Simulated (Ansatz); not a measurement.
# MnZn3: the cost of one run

Method: DFT, PBEsol, PAW with Ansatz's default frozen-core files, scalar-relativistic, in Ansatz 0.2.0.

## Step 1: The starting structure

It takes space group Pm-3m (No. 221, cubic). Conventional cell: a = 3.860 Å, b = 3.860 Å, c = 3.860 Å, α = 90.00°, β = 90.00°, γ = 90.00°. Mn (site symmetry m-3m) is surrounded by 12 Zn at 2.73 Å. Zn (site symmetry 4/mmm) is surrounded by 4 Mn at 2.73 Å and 8 Zn at 2.73 Å.

As a file:

```
Mn Zn
1.0
     3.86000    0.00000    0.00000
     0.00000    3.86000    0.00000
     0.00000    0.00000    3.86000
Mn Zn
1 3
Direct
  0.00000 0.00000 0.00000
  0.00000 0.50000 0.50000
  0.50000 0.00000 0.50000
  0.50000 0.50000 0.00000
```

Atoms are numbered in the order of the input: Mn1, Zn2, Zn3, Zn4.

## Step 2: Free moments from the typed start, PAW

input.yaml reads:

```yaml
crystal:
  lattice:
    - [3.86, 0.0, 0.0]
    - [0.0, 3.86, 0.0]
    - [0.0, 0.0, 3.86]
  atoms:
    - { symbol: Mn, position: [0.0, 0.0, 0.0], spin: 4.0 }
    - { symbol: Zn, position: [0.0, 0.5, 0.5] }
    - { symbol: Zn, position: [0.5, 0.0, 0.5] }
    - { symbol: Zn, position: [0.5, 0.5, 0.0] }
magnetization:
  spin_polarized: true
kpoints:
  mp_grid: { grid: [7, 7, 7] }
scf:
  occupations: { method: fermi_dirac, width: 0.03 }
hamiltonian:
  xc: pbesol
  pseudopotentials: { kind: paw }
output:
  forces: true
  stress: true
  eigenvalues: true
  populations: true
```

Command:

```
$ ansatz run input.yaml --threads 2 --pin off --max-ram 6144MiB --backend cpu --events-out ev --progress --plain --runs-dir out
```

What time and memory should one allow on 2 threads of Arm Neoverse V2, shared host?

About 4.3 s, with a peak of 0.38 GiB.
